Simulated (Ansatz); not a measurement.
RuBr2:

```xyz
3
Lattice="0.0000 3.1637 3.1637 3.1637 0.0000 3.1637 3.1637 3.1637 0.0000" Properties=species:S:1:pos:R:3 pbc="T T T"
Ru    0.0000    0.0000    0.0000
Br    1.5819    1.5819    1.5819
Br    4.7456    4.7456    4.7456
```

The cell comes from a database or a generator and needn't be the stable form of this composition.

Base run:

| Item | Value |
| --- | --- |
| Program | Ansatz 0.2.0 |
| Functional | PBEsol |
| Potentials or basis | Ansatz PAW |
| Cutoff | 420 eV (not typed: the program's choice for these potentials) |
| k mesh | 5 × 5 × 5 |
| Occupations | gaussian, width 0.05 eV |
| Spin | collinear spin, ferromagnetic start |
| Starting moments | [1.0, 0.0, 0.0] μB |
| Hubbard terms | Ru d U = 2 eV |

Its results: band gap on the k mesh none (metal or under the smearing width); pressure 1.9 GPa; net moment 2.00 μB per cell; site moments Ru +1.70; Br +0.05 μB.

Question: The run is repeated on the same cell with these changes: functional from PBEsol to PBE; hubbard terms from Ru d U = 2 eV to Ru d U = 7 eV. What comes out?

Answer: Band gap on the k mesh none (metal or under the smearing width); pressure 15.2 GPa; net moment 2.00 μB per cell; site moments Ru +2.26; Br -0.22 μB.

Several settings changed at once, so the effect can't be laid on one alone.

Caveats: the magnetic or orbital state may not be the lowest; the PAW data sets come from PBE, with cores solved anew for the run's functional, which leaves a small shift of forces and pressure (some runs).
